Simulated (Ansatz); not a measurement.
# CaBr (P-6m2) in Ansatz: further runs

One crystal, CaBr, is run at these levels: PBE; tasks: relaxation of cell and atoms.

Everything below comes from runs of Ansatz 0.2.0. Logs are shortened: lines on timing, memory, paths and dates and some standing lists are left out, and cuts for length are marked.

## Step 1: Starting point

The structure is hexagonal, space group P-6m2 (No. 187). Conventional cell: a = 3.917 Å, b = 3.917 Å, c = 4.341 Å, α = 90.00°, β = 90.00°, γ = 120.00°. Around Br (site symmetry -6m2) lie 6 Ca at 3.13 Å. Ca (site symmetry -6m2) has 6 Br at 3.13 Å as nearest neighbours.

The cell comes from a database or a generator and needn't be the stable form of this composition.

## Step 2: Relaxation of cell and atoms, PBE

input.yaml

```yaml
crystal:
  lattice:
    - [3.9170223818, 0.0, 0.0]
    - [-1.9585111909, 3.3922408898, 0.0]
    - [0.0, 0.0, 4.341034]
  atoms:
    - { symbol: Br, position: [0.3333333333, 0.6666666667, 0.5] }
    - { symbol: Ca, position: [0.0, 0.0, 0.0] }
hamiltonian:
  xc: pbe
  pseudopotentials: { kind: paw }
kpoints:
  mp_grid: { grid: [8, 8, 6] }
scf:
  occupations: { method: fermi_dirac, width: 0.05 }
output:
  forces: true
  stress: true
  eigenvalues: true
relax:
  f_tol: 0.01
  max_steps: 40
  cell: { stress_tol: 0.05 }
```

Potentials or basis: Ansatz PAW.

On the command line:

```
$ ansatz run input.yaml --threads 2 --pin off --max-ram 5632MiB --backend cpu --events-out ev --progress --plain --runs-dir out
```

What it wrote:

```text
Warning: RAYON_NUM_THREADS=2 ignored (pool sized by the plan → 2); use --threads N
Engine: ansatz 0.2.0, x86_64-unknown-linux-gnu
Pseudopotentials: kind: paw
Pseudopotential: Br, paw, valence charge 7, recommended cutoff 420 eV (normal), Br.paw.azcp
Pseudopotential: Ca, paw, valence charge 10, recommended cutoff 420 eV (normal), Ca.paw.azcp
Functional definition: PBE
  parameter kappa = 0.804
  parameter beta = 0.06672455060314922
  exchange = pbe_x(kappa = kappa, mu = beta*pi^2/3)
  correlation = pbe_c(beta = beta)
Crystal: 2 atoms, lattice volume = 57.681 Å³
Basis set: ecut = 420 eV, 1143 PW (Γ), exchange–correlation on 54×54×60 points (8 copies of the dense FFT grid, shifted against one another)
Bands: 13, of which v1, the nominal top of the filled ones, is band 9 counted from 1 (8 counted from 0)
Symmetry: 12 space group operations
Space group: P-6m2 (ITA 187), of the structure as read, at distance tolerance 3.9e-5 Å
k-points: 40 of 384 (time reversal used)
Non-local potential: Br, projectors of the file, l = 0: 2, l = 1: 2, l = 2: 2
Non-local potential: Ca, projectors of the file, l = 0: 3, l = 1: 2, l = 2: 2
PAW form: soft (Blöchl's): semilocal exchange-correlation on the pseudo side does not see the compensation charge
PAW one-centre angular grid: Br, 110 points (default); XC on 64 Gauss nodes
PAW one-centre angular grid: Ca, 110 points (default); XC on 64 Gauss nodes
Initial density: superposition of atomic densities (neutral atoms: chi_scale 0, normalization atom), corrected by the library's trained network
Initial wavefunctions: pseudopotential atomic-orbital guess
Functional: x = pbe(κ = 0.804, μ = 0.2195149727645171), c = pbe(β = 0.06672455060314922)
SCF iter   1: F=—  HF=-4602.517845 eV  |F-HF|=—  |Δ(HF+E_count)|=         —  Δρ=2.08e-3  dr2=2.82e-3  ethr=1.77e-3  ⟨swp⟩=6.8  Hψ=3637  notcnv=0
preconditioner: auto → none  [metal: Δε(μ)=0.023 eV  Ē_g=7.094 eV  σ=0.050 eV  W_gap=0.11  n_scr=8 (ndim 8)  ℏωp=12.9 eV  f_vac=0.000  D(μ)=3.36/eV (n_scr^D=28)  sad-step TF]
SCF iter   2: F=—  HF=-4602.518357 eV  |F-HF|=—  |Δ(HF+E_count)|=   5.12e-4  Δρ=1.27e-3  dr2=9.18e-4  ethr=1.66e-5  ⟨swp⟩=2.2  Hψ=1058  notcnv=0
SCF iter   3: F=—  HF=-4602.518909 eV  |F-HF|=—  |Δ(HF+E_count)|=   5.51e-4  Δρ=5.53e-4  dr2=3.95e-4  ethr=5.40e-6  ⟨swp⟩=3.0  Hψ=888  notcnv=0
SCF iter   4: F=—  HF=-4602.518795 eV  |F-HF|=—  |Δ(HF+E_count)|=   1.14e-4  Δρ=1.47e-4  dr2=2.18e-5  ethr=2.33e-6  ⟨swp⟩=2.1  Hψ=673  notcnv=0
SCF iter   5: F=—  HF=-4602.518780 eV  |F-HF|=—  |Δ(HF+E_count)|=   1.44e-5  Δρ=3.25e-5  dr2=4.08e-7  ethr=1.28e-7  ⟨swp⟩=2.0  Hψ=703  notcnv=0
SCF iter   6: F=—  HF=-4602.518781 eV  |F-HF|=—  |Δ(HF+E_count)|=   3.17e-7  Δρ=1.56e-5  dr2=3.08e-7  ethr=5.88e-10  ⟨swp⟩=7.3  Hψ=3027  notcnv=0
SCF iter   7: F=-4602.518781 eV  HF=-4602.518781 eV  |F-HF|=5.08e-9  |Δ(HF+E_count)|=   1.10e-7  Δρ=2.43e-6  dr2=6.79e-9  ethr=5.88e-10  ⟨swp⟩=3.0  Hψ=1966  notcnv=0
SCF 1 converged in 7 iterations: F = -4602.518781 eV  dr2 = 6.79e-9
relax step   1: F+E_penalty+E_count = -4602.51878064 eV  Δ(F+E_penalty+E_count) = +0.000e0 eV  max|allowed force component| = 7.401e-17 eV/Å  Δτ_max = 0.0000 Å  P = +0.174 GPa  Ω = 57.681 Å³  (7 SCF iters, dr2 threshold 1.00e-7 eV, accepted)
Crystal: 2 atoms, lattice volume = 57.924 Å³
Initial density: handed on by an earlier stage of this run
Initial wavefunctions: those handed on with the density
iter 1 solved again at ethr=1.15e-6 eV; its pass at ethr=3.10e-3 eV (dr2=1.95e-4 eV) is discarded
SCF iter   1: F=—  HF=-4602.519193 eV  |F-HF|=—  |Δ(HF+E_count)|=         —  Δρ=3.56e-4  dr2=1.90e-4  ethr=1.15e-6  ⟨swp⟩=2.0  Hψ=3626  notcnv=0
preconditioner: auto → none  [metal: Δε(μ)=0.024 eV  Ē_g=7.070 eV  σ=0.050 eV  W_gap=0.12  n_scr=8 (ndim 8)  ℏωp=12.9 eV  f_vac=0.000  D(μ)=3.38/eV (n_scr^D=28)]
SCF iter   2: F=—  HF=-4602.519112 eV  |F-HF|=—  |Δ(HF+E_count)|=   8.01e-5  Δρ=1.76e-4  dr2=1.59e-5  ethr=1.12e-6  ⟨swp⟩=2.1  Hψ=837  notcnv=0
SCF iter   3: F=—  HF=-4602.519109 eV  |F-HF|=—  |Δ(HF+E_count)|=   3.67e-6  Δρ=6.52e-5  dr2=1.96e-6  ethr=9.36e-8  ⟨swp⟩=2.1  Hψ=687  notcnv=0
SCF iter   4: F=-4602.519109 eV  HF=-4602.519109 eV  |F-HF|=1.01e-8  |Δ(HF+E_count)|=   7.67e-8  Δρ=9.37e-6  dr2=3.89e-8  ethr=1.18e-9  ⟨swp⟩=3.6  Hψ=2259  notcnv=0
SCF 2 converged in 4 iterations: F = -4602.519109 eV  dr2 = 3.89e-8
relax step   2: F+E_penalty+E_count = -4602.51910871 eV  Δ(F+E_penalty+E_count) = -3.281e-4 eV  max|allowed force component| = 6.014e-17 eV/Å  Δτ_max = 0.0000 Å  P = +0.082 GPa  Ω = 57.924 Å³  energy of the carried Pulay correction = -1.476e-5 eV  (4 SCF iters, dr2 threshold 2.00e-7 eV, accepted)
Crystal: 2 atoms, lattice volume = 58.129 Å³
iter 1 solved again at ethr=7.11e-7 eV; its pass at ethr=3.10e-3 eV (dr2=1.21e-4 eV) is discarded
SCF iter   1: F=—  HF=-4602.519232 eV  |F-HF|=—  |Δ(HF+E_count)|=         —  Δρ=2.76e-4  dr2=1.21e-4  ethr=7.11e-7  ⟨swp⟩=2.0  Hψ=3612  notcnv=0
preconditioner: auto → none  [metal: Δε(μ)=0.023 eV  Ē_g=7.047 eV  σ=0.050 eV  W_gap=0.11  n_scr=8 (ndim 8)  ℏωp=12.9 eV  f_vac=0.000  D(μ)=3.40/eV (n_scr^D=28)]
SCF iter   2: F=—  HF=-4602.519187 eV  |F-HF|=—  |Δ(HF+E_count)|=   4.46e-5  Δρ=1.39e-4  dr2=1.02e-5  ethr=7.11e-7  ⟨swp⟩=2.1  Hψ=836  notcnv=0
SCF iter   3: F=—  HF=-4602.519174 eV  |F-HF|=—  |Δ(HF+E_count)|=   1.36e-5  Δρ=5.04e-5  dr2=1.22e-6  ethr=6.00e-8  ⟨swp⟩=2.1  Hψ=692  notcnv=0
SCF iter   4: F=-4602.519174 eV  HF=-4602.519174 eV  |F-HF|=6.78e-9  |Δ(HF+E_count)|=   7.00e-8  Δρ=7.17e-6  dr2=2.28e-8  ethr=2.91e-10  ⟨swp⟩=4.0  Hψ=2241  notcnv=0
SCF 3 converged in 4 iterations: F = -4602.519174 eV  dr2 = 2.28e-8
relax step   3: F+E_penalty+E_count = -4602.51917382 eV  Δ(F+E_penalty+E_count) = -6.512e-5 eV  max|allowed force component| = 1.388e-17 eV/Å  Δτ_max = 0.0000 Å  P = +0.004 GPa  Ω = 58.129 Å³  energy of the carried Pulay correction = -2.707e-5 eV  (4 SCF iters, dr2 threshold 4.94e-8 eV, accepted)
Initial wavefunctions: pseudopotential atomic-orbital guess (no wavefunctions were taken with the density)
iter 1 solved again at ethr=5.49e-7 eV; its pass at ethr=3.10e-3 eV (dr2=9.33e-5 eV) is discarded
SCF iter   1: F=—  HF=-4602.519211 eV  |F-HF|=—  |Δ(HF+E_count)|=         —  Δρ=1.11e-5  dr2=2.89e-8  ethr=5.49e-7  ⟨swp⟩=3.2  Hψ=5051  notcnv=0
eigensolver tolerance schedule: the retry pair's looser diagonalisation over-reported the residual by 3231.35 of it (diagonalisation noise at 1.34 of the residual, at the tolerance the schedule requests for it); recorded, not acted on — ethr = c·dr2/N_el stays at c = 1.0e-1
preconditioner: auto → none  [metal: Δε(μ)=0.023 eV  Ē_g=7.035 eV  σ=0.050 eV  W_gap=0.11  n_scr=8 (ndim 8)  ℏωp=12.9 eV  f_vac=0.000  D(μ)=3.40/eV (n_scr^D=28)]
SCF iter   2: F=—  HF=-4602.519200 eV  |F-HF|=—  |Δ(HF+E_count)|=   1.10e-5  Δρ=5.08e-6  dr2=5.41e-9  ethr=1.70e-10  ⟨swp⟩=3.0  Hψ=1044  notcnv=0
SCF iter   3: F=—  HF=-4602.519200 eV  |F-HF|=—  |Δ(HF+E_count)|=   9.01e-9  Δρ=1.72e-6  dr2=1.54e-9  ethr=3.18e-11  ⟨swp⟩=2.5  Hψ=820  notcnv=0
SCF iter   4: F=—  HF=-4602.519200 eV  |F-HF|=—  |Δ(HF+E_count)|=  2.21e-10  Δρ=2.43e-7  dr2=2.18e-11  ethr=9.06e-12  ⟨swp⟩=2.1  Hψ=702  notcnv=0
SCF iter   5: F=-4602.519200 eV  HF=-4602.519200 eV  |F-HF|=1.82e-12  |Δ(HF+E_count)|=  2.46e-11  Δρ=5.02e-8  dr2=8.59e-13  ethr=1.00e-12  ⟨swp⟩=6.8  Hψ=2714  notcnv=0
SCF 4 converged in 5 iterations: F = -4602.519200 eV  dr2 = 8.59e-13
relax step   4: F+E_penalty+E_count = -4602.51919970 eV  Δ(F+E_penalty+E_count) = -2.587e-5 eV  max|allowed force component| = 9.252e-18 eV/Å  Δτ_max = 0.0000 Å  P = +0.004 GPa  Ω = 58.129 Å³  stress off target by 4.81e-3 GPa  SCF on the basis re-selected at this cell (its energy is not comparable with the rows above)  (5 SCF iters)
basis re-selected at this cell: Δ(F+E_penalty+E_count) = -2.587e-5 eV, ΔP = -0.000 GPa vs the last step (what re-selecting the basis moved, of the pressure what is left beyond the Pulay correction that the steps carried, after the strain that the cell walked since its last selection, with what the two solves' SCF thresholds leave and, on support functions, any second-order correction that the steps lacked; it is no measure of the basis error at this ecutwfc). This SCF's stress stands 4.81e-3 GPa from its target on what of the cell is left free (relax.cell.stress_tol is 5.00e-2 GPa) and its largest allowed force component is 9.25e-18 eV/Å (relax.f_tol is 1.00e-2 eV/Å): within both
SCF converged after 5 iterations
Free energy (F): -4602.519200 eV
Harris-Foulkes:  -4602.519200 eV  (|F-HF|=1.82e-12)
Internal energy: -4602.492699 eV  (E = F + TS)
E sigma→0 (E₀):  -4602.505949 eV
Entropy (-TS):   -0.026501 eV (-13.250 meV/atom)
Fermi energy:    7.875098 eV
--- Per-component energies (eV) ---
  E_band       = -161.041199
  E_kinetic    = 411.766421
  E_local      = -962.564545  (includes V_loc(G=0)·N_el)
  E_nonlocal   = 134.062385
  E_hartree    = 303.407152
  E_xc         = -401.805004
  E_vxc        = -274.922647  (∫ρ·V_xc dr)
  E_paw        = -3105.057498  (= ΣΔE_a)
  E_vpaw       = -76.197127  (= ΣTr[D̂ρ^β])
  E_aug_tail   = -0.000006  (compensation charges beyond the density's cutoff)
  E_ewald      = -982.301604
  E_smearing   = -0.026501  (= −TS)
  E_closure    = 0.000000  (closes the sum)
  Σ components = -4602.519200   (vs F -4602.519200, Δ=0.00e0)
--- Forces (eV/Å), atoms counted from 1 ---
  atom   1  Br     0.00000000    -0.00000000    -0.00000000
  atom   2  Ca     0.00000000     0.00000000     0.00000000
  max |Σ_I F_I| component: 1.85e-17 eV/Å
--- Stress (GPa, compression-positive) ---
        0.004812       0.000000       0.000000
        0.000000       0.004812      -0.000000
        0.000000      -0.000000       0.003023
  P = ⅓ Tr σ = 0.0042 GPa (0.042 kbar)
--- Band table (eV; the first three rows and the last of 40) ---
  k-point 0: bands = ["-34.5592", "-15.6265", "-15.5039", "-15.5039", "-9.7294", "2.2997", "3.3091", "3.3091", "6.0058", "8.4238", "10.1497", "10.1497", "10.6610"]
  k-point 1: bands = ["-34.5589", "-15.6414", "-15.5032", "-15.5032", "-9.6834", "1.8022", "3.3263", "3.3263", "6.7569", "8.6713", "9.8415", "9.8415", "10.7740"]
  k-point 2: bands = ["-34.5582", "-15.6708", "-15.5019", "-15.5019", "-9.5901", "1.0790", "3.3605", "3.3605", "8.0979", "9.3235", "9.5595", "9.5595", "10.5755"]
  k-point 39: bands = ["-34.5477", "-15.6348", "-15.5945", "-15.5628", "-9.3302", "1.6080", "1.7366", "2.1349", "7.9988", "10.2796", "10.4410", "11.0312", "11.2604"]
--- Relaxed structure (3 steps of the walk, 3 accepted, 1 SCFs on fresh bases) ---
  F+E_penalty+E_count = -4602.51919970 eV   max|allowed force component| = 9.252e-18 eV/Å   (the final SCF, on the basis selected at the relaxed cell)
  cell:  # Å, volume = 58.1287 Å³
    - [3.9194788249413612, -5.727247892422507e-33, -1.3016472482778424e-34]
    - [-1.9597394124706806, 3.3943682319943993, 4.468136866933341e-19]
    - [1.0097839856475026e-33, 5.717852795844922e-19, 4.369212754330571]
  atoms:
    - { symbol: Br, position: [0.3333333333333333, 0.6666666666666666, 0.5] }
    - { symbol: Ca, position: [3.0814879110195774e-33, -2.7755575615628907e-17, 5.360854924121558e-34] }
```

It took 6.2 s on 2 threads of Intel Xeon Platinum 8259CL at 2.50GHz (Skylake/Cascade Lake), shared host; peak memory 0.4 GiB.

Results:

* Free energy: -4602.5192 eV
* Relaxed volume: 29.06 Å³/atom
* Relaxed cell: a = 3.919 Å, b = 3.919 Å, c = 4.369 Å, α = 90.00°, β = 90.00°, γ = 120.00°
* Space group after relaxing (to 0.05 Å): P-6m2 (No. 187)
* Energy gained by relaxing: 0.2 meV/atom
* Ionic steps: 4
* Pressure after relaxing: 0.0 GPa
* Band gap on the k mesh: none (metal or under the smearing width)

The path:
```tsv
step	energy change (eV)	largest force (eV/Å)	volume (Å³)
1	0.0000	0.0000	57.68
2	-0.0003	0.0000	57.92
3	-0.0004	0.0000	58.13
4	-0.0004	0.0000	58.13
```

Final structure:
```
Br Ca
1.0
     3.91948    0.00000    0.00000
    -1.95974    3.39437    0.00000
     0.00000    0.00000    4.36921
Br Ca
1 1
Direct
  0.33333 0.66667 0.50000
  0.00000 0.00000 0.00000
```

Caveat: the plane-wave basis is chosen anew once the cell has moved, so the energies of steps on either side of that aren't comparable; an odd number of electrons without spin polarisation forces a metal; a magnetic or distorted state may lie lower.

## Step 3: Relaxation of cell and atoms, PBE, target pressure 2 GPa, at which the enthalpy is minimised

input.yaml, as its differences from that of step 2:

```diff
@@ -22,2 +22,2 @@
   max_steps: 40
-  cell: { stress_tol: 0.05 }
+  cell: { stress_tol: 0.05, p_target: 2.0 }
```

Potentials or basis: Ansatz PAW.

On the command line:

```
$ ansatz run input.yaml --threads 2 --pin off --max-ram 5632MiB --backend cpu --events-out ev --progress --plain --runs-dir out
```

Wall time 7.5 s (2 threads of Intel Xeon Platinum 8259CL at 2.50GHz (Skylake/Cascade Lake), shared host); peak memory 0.4 GiB.

Results (log left out):

```
Free energy                                            : -4602.4949 eV
Relaxed volume                                         : 26.98 Å³/atom
Relaxed cell                                           : a = 3.826 Å, b = 3.826 Å, c = 4.257 Å, α = 90.00°, β = 90.00°, γ = 120.00°
Space group after relaxing (to 0.05 Å)                 : P-6m2 (No. 187)
Energy change on relaxing (the enthalpy is what falls) : +11.9 meV/atom
Ionic steps                                            : 5
Pressure after relaxing                                : 2.0 GPa
Band gap on the k mesh                                 : none (metal or under the smearing width)
```

Step by step:
```csv
step,energy change (eV),largest force (eV/Å),volume (Å³)
1,0.0000,0.0000,57.68
2,0.0137,0.0000,54.89
3,0.0248,0.0000,53.86
4,0.0236,0.0000,53.96
5,0.0238,0.0000,53.96
```

Final structure:
```yaml
crystal:
  lattice:
    - [3.82569, 0.00000, 0.00000]
    - [-1.91284, 3.31314, 0.00000]
    - [0.00000, 0.00000, 4.25684]
  atoms:
    - { symbol: Br, position: [0.33333, 0.66667, 0.50000] }
    - { symbol: Ca, position: [0.00000, 0.00000, 0.00000] }
```

Levels at points of the mesh, in eV from the Fermi level:
| k point | band 7 | band 8 | band 9 | band 10 | band 11 | band 12 |
| --- | --- | --- | --- | --- | --- | --- |
| (0.00, 0.00, 0.00) | -4.65 | -4.65 | -1.79 | 0.56 | 2.43 | 2.43 |
| (0.00, 0.00, -0.50) | -4.58 | -4.58 | 1.09 | 1.67 | 1.67 | 2.26 |
| (0.00, -0.50, 0.00) | -5.69 | -5.07 | -0.22 | 1.35 | 2.37 | 2.49 |
| (0.00, -0.50, -0.50) | -6.45 | -5.25 | -0.37 | 1.82 | 2.90 | 3.78 |

Caveat: the plane-wave basis is chosen anew once the cell has moved, so the energies of steps on either side of that aren't comparable; an odd number of electrons without spin polarisation forces a metal; a magnetic or distorted state may lie lower.

[end of part 1 of 3]
